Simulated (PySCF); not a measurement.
# C6H7FGe: the cost of one run

Programs: PySCF 2.14.0, with density-fitted response routines of our own. Each step states its level of theory. These are calculated values for one molecule in the gas phase, unless marked as measured. Atoms count from 0, in the outputs and in this text.

## 1. Starting geometry

15 atoms, charge 0, multiplicity 1; geometry from: GFN2-xTB.

Bonds of the start (Å): C0–C1 1.34, C1–Ge2 1.96, C1–C3 1.41, C3–C4 1.21, C4–C5 1.40, C5–C6 1.33, C6–F7 1.34, C0–H8 1.08, C0–H9 1.08, Ge2–H10 1.50, Ge2–H11 1.50, Ge2–H12 1.50, C5–H13 1.08, C6–H14 1.08.

## 2. Ultraviolet spectrum: CAM-B3LYP/def2-SVPD

The job: settings as JSON, then the geometry in Å.

```
{"job": {"kind": "uv", "xc": "CAM-B3LYP", "basis": "def2-SVPD", "nstates": 8, "ntriplets": 3}, "charge": 0, "multiplicity": 1}
C     -1.473863    -1.890420    -0.329989
C     -1.250673    -0.574195    -0.286108
Ge    -2.706077     0.740018    -0.356909
C      0.051726    -0.055383    -0.192641
C      1.149112     0.448773    -0.119384
C      2.441591     0.990403    -0.042701
C      3.560635     0.272961    -0.116607
F      3.558663    -1.058893    -0.270497
H     -0.669363    -2.609064    -0.291089
H     -2.476540    -2.280935    -0.405828
H     -2.552696     1.640100    -1.541092
H     -2.698567     1.612052     0.857857
H     -4.022403     0.035987    -0.445586
H      2.522646     2.061256     0.078718
H      4.561393     0.675329    -0.065713
```

With the program's defaults for keys left out, this is: TDDFT CAM-B3LYP/def2-SVPD, vertical, gas phase, core orbitals frozen in the response.

Started as:

```
$ OMP_NUM_THREADS=1 python probes_run.py task.json out
```

One launch serves the whole session: the jobs run in the order shown.

Q: Estimate the wall time and peak memory of this job on 1 thread of Arm Neoverse N1, shared host.

About 2 min, with a peak of 1.1 GiB.
